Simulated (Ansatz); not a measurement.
**[Cu(NH3)3]+ (CuN₃H₉+): the relaxed shape and its frontier levels**

What does [Cu(NH3)3]+ (CuN₃H₉+) look like as a singlet, and where do its frontier electrons sit?

The runs use Ansatz 0.2.0, Gaussian basis; RKS PBE0-D4/def2-TZVP.

The runs, in order: relaxation at PBE-D4/def2-SVP; a search for the lowest solution at PBE0-D4/def2-SVP; a single point at PBE0-D4/def2-TZVP.

## 1. The system as given

13 atoms, charge 1, spin multiplicity 1.

Atoms are counted from 1 here; the program's logs count them from 0.

Bond lengths: Cu1–N2 2.045 Å, Cu1–N6 2.044 Å, Cu1–N10 2.044 Å, N2–H3 1.015 Å, N2–H4 1.016 Å, N2–H5 1.015 Å, N6–H7 1.015 Å, N6–H8 1.015 Å, N6–H9 1.015 Å, N10–H11 1.015 Å, N10–H12 1.015 Å, N10–H13 1.016 Å. Angles: N2–Cu1–N6 119.6°, N2–Cu1–N10 120.0°, N6–Cu1–N10 120.4°, Cu1–N2–H3 111.4°, Cu1–N2–H4 110.5°, Cu1–N2–H5 110.8°, H3–N2–H4 107.9°, H3–N2–H5 107.9°, H4–N2–H5 108.1°, Cu1–N6–H7 110.6°, Cu1–N6–H8 110.8°, Cu1–N6–H9 111.4°, H7–N6–H8 108.1°, H7–N6–H9 107.9°, H8–N6–H9 107.9°, Cu1–N10–H11 111.4°, Cu1–N10–H12 110.6°, Cu1–N10–H13 110.8° and more.

As a file:

```
atom     x (Å)     y (Å)     z (Å)
 Cu1  -0.00439  -0.00265  -0.00359
  N2   2.04045  -0.00173  -0.01302
  H3   2.41070  -0.94532  -0.07015
  H4   2.40043   0.42434   0.83559
  H5   2.39743   0.52229  -0.80593
  N6  -1.01512   1.77438  -0.00256
  H7  -1.54932   1.88114   0.85440
  H8  -1.66033   1.82260  -0.78511
  H9  -0.37869   2.56208  -0.07412
 N10  -1.02578  -1.77276   0.01338
 H11  -2.02890  -1.62228  -0.02912
 H12  -0.82372  -2.29391   0.86115
 H13  -0.76275  -2.34820  -0.78093
```

Formally the metal is d10. No spin-orbit coupling is included. The ion is computed in the gas phase, without counter-ions or solvent.

The start is a GFN2-xTB geometry.

## 2. Optimising with PBE-D4/def2-SVP

File in.yaml:

```yaml
crystal:
  periodic: [false, false, false]
  atoms:
    - {symbol: Cu, position_ang: [-0.004390, -0.002650, -0.003590]}
    - {symbol: N, position_ang: [2.040450, -0.001730, -0.013020]}
    - {symbol: H, position_ang: [2.410700, -0.945320, -0.070150]}
    - {symbol: H, position_ang: [2.400430, 0.424340, 0.835590]}
    - {symbol: H, position_ang: [2.397430, 0.522290, -0.805930]}
    - {symbol: N, position_ang: [-1.015120, 1.774380, -0.002560]}
    - {symbol: H, position_ang: [-1.549320, 1.881140, 0.854400]}
    - {symbol: H, position_ang: [-1.660330, 1.822600, -0.785110]}
    - {symbol: H, position_ang: [-0.378690, 2.562080, -0.074120]}
    - {symbol: N, position_ang: [-1.025780, -1.772760, 0.013380]}
    - {symbol: H, position_ang: [-2.028900, -1.622280, -0.029120]}
    - {symbol: H, position_ang: [-0.823720, -2.293910, 0.861150]}
    - {symbol: H, position_ang: [-0.762750, -2.348200, -0.780930]}
basis:
  gaussian: {orbitals: def2-SVP}
total_charge: 1
hamiltonian: {xc: pbe, dispersion: d4}
scf: {lower_state_search: "off"}
output: {orbitals: {seedname: orbitals}}
relax: {f_tol: 0.02, max_steps: 100}
```

Run with:

```
> ansatz run in.yaml --threads 4 --pin off --events-out ev --progress --plain --max-ram 3916MiB
```

Further steps of the session: Searching for the lowest solution, PBE0-D4/def2-SVP; Single point, PBE0-D4/def2-TZVP.

Before running them: what should the planned runs give, taken together? Wanted: point group; near neighbours of the metal; HOMO, LUMO at PBE0-D4/def2-TZVP; charge on the metal.

The runs gave:

| quantity | value |
| --- | --- |
| point group | C3h |
| near neighbours of the metal | N 2.04, N 2.04, N 2.04 Å |
| HOMO, LUMO at PBE0-D4/def2-TZVP | -10.18, -4.27 eV |
| charge on the metal (Mulliken, PBE0-D4/def2-TZVP) | +0.40 e |

What this shows: The molecule keeps its bonding pattern by the stored test; the atoms moved 0.04 Å (rms). The Mulliken charge of the metal, +0.40 e, depends on the basis and isn't its oxidation state. No usable vibrations, so a minimum isn't proven. The HOMO lies nearest to Cu1 83 % and the LUMO to Cu1 13 %; 9 H atoms about 9 % each. Whether this spin is the lowest isn't tested here.
